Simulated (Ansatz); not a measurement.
**CH₄ClFOSn: basis-set convergence**

Aim: see how fast density functionals converge with the basis set for CH₄ClFOSn.

Computed with Ansatz 0.2.0, Gaussian basis. Level: one geometry, several basis sets.

Plan: PBE0-D4/def2-SVP; ωB97M-V/def2-SVP; PBE0-D4/def2-QZVPP; ωB97M-V/def2-QZVPP; the functionals' def2-TZVPP values are taken from earlier runs.

## Step 1: Structure used throughout

An earlier PBE0-D4 in a triple-zeta def2 set relaxation fixed the geometry. Sn takes the def2 core potential; no spin-orbit term is included.

SMILES `[OH][SnH]([F])[CH2]Cl`, 9 atoms, charge 0, spin multiplicity 1.

Atoms are counted from 1 here; the program's logs count them from 0.

Bond lengths: O1–Sn2 1.943 Å, O1–H6 0.962 Å, Sn2–F3 1.923 Å, Sn2–C4 2.149 Å, Sn2–H7 1.695 Å, C4–Cl5 1.778 Å, C4–H8 1.089 Å, C4–H9 1.088 Å. Angles: Sn2–O1–H6 112.0°, O1–Sn2–F3 106.9°, O1–Sn2–C4 109.5°, O1–Sn2–H7 108.0°, F3–Sn2–C4 102.9°, F3–Sn2–H7 106.4°, C4–Sn2–H7 122.2°, Sn2–C4–Cl5 109.6°, Sn2–C4–H8 109.1°, Sn2–C4–H9 112.0°, Cl5–C4–H8 108.2°, Cl5–C4–H9 108.1°, H8–C4–H9 109.7°.

## Step 2: PBE0-D4 in def2-SVP

Contents of in.yaml:

```yaml
crystal:
  periodic: [false, false, false]
  atoms:
    - {symbol: O, position_ang: [-1.855082, 1.002480, -0.154674]}
    - {symbol: Sn, position_ang: [-0.406555, 0.184947, 0.848698]}
    - {symbol: F, position_ang: [0.673460, 1.618706, 1.537326]}
    - {symbol: C, position_ang: [0.929222, -0.813602, -0.506563]}
    - {symbol: Cl, position_ang: [0.700213, -0.175937, -2.149898]}
    - {symbol: H, position_ang: [-1.586991, 1.236798, -1.048311]}
    - {symbol: H, position_ang: [-1.078368, -0.596413, 2.194481]}
    - {symbol: H, position_ang: [1.956376, -0.615497, -0.205333]}
    - {symbol: H, position_ang: [0.756226, -1.887784, -0.532927]}
basis:
  gaussian: {orbitals: def2-SVP}
hamiltonian: {xc: pbe0, dispersion: d4}
output: {orbitals: {seedname: orbitals}}
```

After this run come: ωB97M-V in def2-SVP; PBE0-D4 in def2-QZVPP; ωB97M-V in def2-QZVPP.

Q: Predict the results of all the runs planned. Wanted: PBE0-D4: double and triple zeta above quadruple; ωB97M-V: double and triple zeta above quadruple.

**Answer**, as computed:

| quantity | value |
| --- | --- |
| PBE0-D4: double and triple zeta above quadruple | 13.00, 0.79 eV |
| ωB97M-V: double and triple zeta above quadruple | 13.13, 0.76 eV |

PBE0-D4 gains 12.20 eV from double to triple zeta, then 0.79 eV more. Total energies overstate the basis error of differences, where much of it tends to cancel. The LUMO of ωB97M-V is positive and keeps falling with the basis (1.51 to 0.70 eV): an unbound level that the basis holds in place.
